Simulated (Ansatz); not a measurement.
# AlClFH4N: the cost of one run

All numbers below are computed with Ansatz 0.2.0 (RKS PBE0-D4/6-31G*).

## 1. Starting point

Bond lengths: Al1–Cl3 2.230 Å, Al1–N4 1.920 Å, N4–H5 1.060 Å, N4–H6 1.060 Å, Al1–F7 1.990 Å. Angles: Cl3–Al1–N4 120.0°, Cl3–Al1–F7 96.8°, N4–Al1–F7 101.3°, Al1–N4–H5 120.0°, Al1–N4–H6 120.0°, H5–N4–H6 120.0°.

As a file:

```xyz
8

Al    0.0000    0.0000    0.0000
H     0.0000    0.0000    1.9100
Cl    1.9312    0.0000   -1.1150
N    -1.6627    0.0000   -0.9600
H    -2.3316   -0.8164   -0.8614
H    -1.9118    0.8164   -1.5886
F     0.0892    1.8864    0.6275
H     0.0478    1.0118    1.7645
```

## 2. Pulling towards end A

Springs on the bonds that form and break draw the guess towards this end; the thresholds are loose.

Input file input.yaml:

```yaml
crystal:
  periodic: [false, false, false]
  atoms:
    - { symbol: Al, position_ang: [0.0, 0.0, 0.0] }
    - { symbol: H, position_ang: [0.0, 0.0, 1.91] }
    - { symbol: Cl, position_ang: [1.9312, 0.0, -1.115] }
    - { symbol: "N", position_ang: [-1.6627, 0.0, -0.96] }
    - { symbol: H, position_ang: [-2.3316, -0.8164, -0.8614] }
    - { symbol: H, position_ang: [-1.9118, 0.8164, -1.5886] }
    - { symbol: F, position_ang: [0.0892, 1.8864, 0.6275] }
    - { symbol: H, position_ang: [0.0478, 1.0118, 1.7645] }
basis:
  gaussian: { orbitals: "6-31G*" }
hamiltonian:
  xc: pbe0
  dispersion: d4
relax:
  f_tol: 0.15
  max_steps: 25
  restrain:
    - { distance: [0, 6], at: 2.89, k: 30.0 }
    - { distance: [7, 1], at: 1.86, k: 30.0 }
    - { distance: [0, 1], at: 1.56, k: 30.0 }
    - { distance: [7, 6], at: 0.92, k: 30.0 }
```

Command:

```
$ ansatz run input.yaml --threads 1 --pin off --max-ram 2048MiB --backend cpu --events-out ev --progress --plain --runs-dir out
```

Q: Estimate wall time and peak memory on 1 thread of Arm Neoverse V2, shared host.

About 52 s, with a peak of 0.17 GiB.
